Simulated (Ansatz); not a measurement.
Set up this calculation in Ansatz 0.2.0, as the native input.

```yaml
Task: optical spectrum
Functional: PBE
Potentials_or_basis: Ansatz PAW soft_1
Cutoff: "420 eV (not typed: the program's choice for these potentials)"
k_mesh: 5 × 4 × 4
Occupations: fermi-dirac, width 0.05 eV
Spin: no spin polarisation
Broadening: 0.05 eV
```

Crystal: HPbNO4.

```xyz
7
Lattice="3.8540 0.1438 0.0901 -0.2532 5.5270 0.1647 -0.4820 -1.9272 5.7203" Properties=species:S:1:pos:R:3 pbc="T T T"
H    -0.0083    2.5983    3.2335
Pb    2.1473    2.6778    1.0046
N     2.8237    3.6046    5.7249
O    -0.4057   -0.9417    5.0623
O     2.7256   -0.0852    0.8025
O    -0.5912    2.3982    5.1009
O     0.1280    2.5704    2.2622
```

The cell was built by a generator and needn't be a form met in nature.

These files were run (other wordings do the same):

input.yaml

```yaml
crystal:
  lattice:
    - [3.85404, 0.14384, 0.09012]
    - [-0.2532, 5.52698, 0.16471]
    - [-0.48197, -1.9272, 5.72025]
  atoms:
    - { symbol: H, position: [0.10913, 0.65718, 0.54463] }
    - { symbol: Pb, position: [0.61029, 0.52127, 0.151] }
    - { symbol: "N", position: [0.9158, 0.96263, 0.95867] }
    - { symbol: O, position: [0.01384, 0.13639, 0.88084] }
    - { symbol: O, position: [0.72398, 0.01057, 0.12858] }
    - { symbol: O, position: [0.00389, 0.73732, 0.87043] }
    - { symbol: O, position: [0.11927, 0.59324, 0.37651] }
hamiltonian:
  xc: pbe
  pseudopotentials: { kind: paw, azcp: { folder: soft_1 } }
kpoints:
  mp_grid: { grid: [5, 4, 4] }
scf:
  occupations: { method: fermi_dirac, width: 0.05 }
  n_extra_bands: 28
output:
  eigenvalues: true
  optics: { e_range: [0, 14], sigma: 0.05, nscf_kmesh: { grid: [7, 6, 6] } }
```

Potentials or basis: Ansatz PAW soft_1.

Run with:

```bash
$ ansatz run input.yaml --threads 8 --pin off --max-ram 20480MiB --backend cpu --events-out ev --progress --plain --runs-dir out
```

It gave:

| Property | Result |
| --- | --- |
| Band gap on the k mesh | 3.15 eV, indirect (least direct gap 3.22 eV) |

Caveat: odd divisions of the mesh miss points on the zone boundary, where band edges often lie, so the gap on the mesh can be too wide; spectra need much finer meshes, so this one isn't converged; independent-particle spectra lack excitons; spin-orbit coupling is left out, which as a rule narrows the gap of such compounds by several tenths of an eV.

Wall time 110 s on 8 threads of Arm Neoverse N1, with other jobs on the host, peak memory 2.2 GiB.
